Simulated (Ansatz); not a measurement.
**GaPN (sextet): the correlation ladder, cc-pVDZ**

One table from this session's results is given with a row withheld; the runs are named, their logs left out.

Method: cc-pVDZ, core rule «outside noble gas», up to 20 orbitals frozen; program: Ansatz 0.2.0, Gaussian basis.

To be run: UHF; CCSD(T) on ROHF; CCSD(T) on UHF; BCCD(T) on ROHF; CISD; CCSDT(Q) on ROHF; CCSDT(Q) on UHF.

36 further runs of the same task are left out: 15 for a known fault of the program, 9 that didn't finish, 12 set aside as unsound or not needed.

### The system

The geometry is a PBE0/def2-TZVP stationary point (not a proven minimum) of the parent state, kept for this charge and spin. No spin-orbit coupling is included. The filled d shell of Ga may be among the frozen orbitals whatever the setting's name suggests; the logs give the count.

3 atoms, charge 0, spin multiplicity 6.

Atoms are counted from 1 here; the program's logs count them from 0.

Bond lengths: Ga1–P2 2.418 Å, Ga1–N3 1.835 Å, P2–N3 1.712 Å. Angles: P2–Ga1–N3 44.9°, Ga1–P2–N3 49.2°, Ga1–N3–P2 85.9°.

The first run:

Contents of in.yaml:

```yaml
crystal:
  periodic: [false, false, false]
  atoms:
    - {symbol: Ga, position_ang: [0.000000, 0.093764, 0.821607]}
    - {symbol: P, position_ang: [0.000000, 0.284432, -1.589191]}
    - {symbol: N, position_ang: [0.000000, -1.095724, -0.575558]}
basis:
  gaussian: {orbitals: cc-pVDZ}
magnetization: {spin_polarized: true, initial_magnetization: 5}
hamiltonian: {xc: hf}
output: {orbitals: {seedname: orbitals}}
```

Started as:

```console
$ ansatz run in.yaml --threads 1 --pin off --events-out ev --progress --plain --max-ram 2393MiB
```

Steps of the session up to this table: UHF; CCSD(T) on ROHF; CCSD(T) on UHF; BCCD(T) on ROHF; CISD; CCSDT(Q) on ROHF; CCSDT(Q) on UHF.

One of the session's tables, all rows but one given; the rest of the session is left out.

```
   method  from UCCSDT(Q) (meV)
     ROHF               +7808.5
      UHF               +7395.9
     RMP2                     ?
     UMP2               +1208.9
    RCCSD                +344.9
    UCCSD                +313.3
 RCCSD(T)                 +76.6
 UCCSD(T)                 +61.6
  BCCD(T)                 +77.5
   RCCSDT                 +43.4
   UCCSDT                 +24.0
RCCSDT(Q)                 +19.2
UCCSDT(Q)                     0
```

Q: Estimate the row for RMP2 from the others.

**Answer.** from UCCSDT(Q) (meV): +1097.4. In the column «from UCCSDT(Q) (meV)» it lies between RCCSD (+344.9) and UMP2 (+1208.9).

Not comparable, so not listed: CISD (they don't share determinant, frozen orbitals or solution with the rows shown, or repeat one).

Caveats from the session: Restricted and unrestricted rows rest on different reference determinants; where their highest levels disagree by more than a few hundredths of an eV, they describe different states and don't form one ladder.
